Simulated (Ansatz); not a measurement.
# WNH (quintet): wave-function methods side by side, def2-TZVPP

One table from this session's results is given with a row withheld; the runs are named, their logs left out.

The runs use Ansatz 0.2.0, Gaussian basis; def2-TZVPP, core rule «outside noble gas», up to 5 orbitals frozen.

The runs, in order: UHF; ROHF; CCSD(T) on UHF.

2 further runs of the same task are left out: 2 set aside as unsound or not needed.

### The system

The geometry is a PBE0/def2-TZVP stationary point (not a proven minimum) of the parent state, kept for this charge and spin. No spin-orbit coupling is included. Elements past krypton take def2 core potentials.

3 atoms, charge 0, spin multiplicity 5.

Atoms are counted from 1 here; the program's logs count them from 0.

Bond lengths: W1–N2 1.692 Å, N2–H3 1.008 Å. Angles: W1–N2–H3 180.0°.

Coordinates:

```xyz
3
charge 0, multiplicity 5
W     0.0000    0.0000   -1.4643
N     0.0000    0.0000    0.2281
H     0.0000    0.0000    1.2362
```

The first run:

The input, in.yaml:

```yaml
crystal:
  periodic: [false, false, false]
  atoms:
    - {symbol: W, position_ang: [0.000000, 0.000000, -1.464300]}
    - {symbol: N, position_ang: [0.000000, 0.000000, 0.228100]}
    - {symbol: H, position_ang: [0.000000, 0.000000, 1.236200]}
basis:
  gaussian: {orbitals: def2-TZVPP}
magnetization: {spin_polarized: true, initial_magnetization: 4}
hamiltonian: {xc: hf}
output: {orbitals: {seedname: orbitals}}
```

Started as:

```sh
> ansatz run in.yaml --threads 1 --pin off --events-out ev --progress --plain --max-ram 4096MiB --backend cpu
```

Among the steps run: UHF; ROHF; CCSD(T) on UHF.

One of the session's tables, all rows but one given; the rest of the session is left out.

```
  method  from UCCSD(T) (meV)
    ROHF             +10123.3
     UHF              +9744.6
    UMP2               +771.4
   UCCSD                    ?
UCCSD(T)                    0
```

**Question.** Estimate the row for UCCSD.

The run gave: from UCCSD(T) (meV): +528.2. In the column «from UCCSD(T) (meV)» it lies between UCCSD(T) (0) and UMP2 (+771.4).
